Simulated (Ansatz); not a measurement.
# SiC: the cost of one run

Method: DFT LDA, scalar-relativistic, plane waves, PAW, in Ansatz 0.2.0.

3 further runs of the same task are left out: 3 set aside as unsound or not needed.

### Step 1. The starting structure

The structure is cubic, space group F-43m (No. 216). Conventional cell: a = 4.354 Å, b = 4.354 Å, c = 4.354 Å, α = 90.00°, β = 90.00°, γ = 90.00°. Around Si (site symmetry -43m) lie 4 C at 1.89 Å. C (site symmetry -43m) is surrounded by 4 Si at 1.89 Å.

As a file:

```
Si C
1.0
     0.00000    2.17700    2.17700
     2.17700    0.00000    2.17700
     2.17700    2.17700    0.00000
Si C
1 1
Direct
  0.75000 0.75000 0.75000
  0.00000 0.00000 0.00000
```

The structure comes from the Materials Project (structure only).

(A quick probe on a coarse mesh, which set the mesh and smearing, is not shown.)

### Step 3. The relaxation

The input, input.yaml:

```yaml
crystal:
  lattice:
    - [0.0, 2.17699662, 2.17699662]
    - [2.17699662, 0.0, 2.17699662]
    - [2.17699662, 2.17699662, 0.0]
  atoms:
    - { symbol: Si, position: [0.75, 0.75, 0.75] }
    - { symbol: C, position: [0.0, 0.0, 0.0] }
basis:
  ecutwfc: 420
kpoints:
  mp_grid: { grid: [10, 10, 10] }
hamiltonian:
  xc: lda
scf:
  occupations: { method: gaussian, width: 0.02 }
output:
  forces: true
  stress: true
  eigenvalues: true
relax:
  adjacent_minimum: "off"
  f_tol: 0.005
  max_steps: 80
  cell: { stress_tol: 0.05 }
```

Run with:

```
$ ansatz run input.yaml --threads 4 --pin off --max-ram 8192MiB --backend cpu --events-out ev --progress --plain --runs-dir out
```

Q: Estimate wall time and peak memory on 4 threads of Arm Neoverse V1, shared host.

About 1.7 s, with a peak of 0.28 GiB.
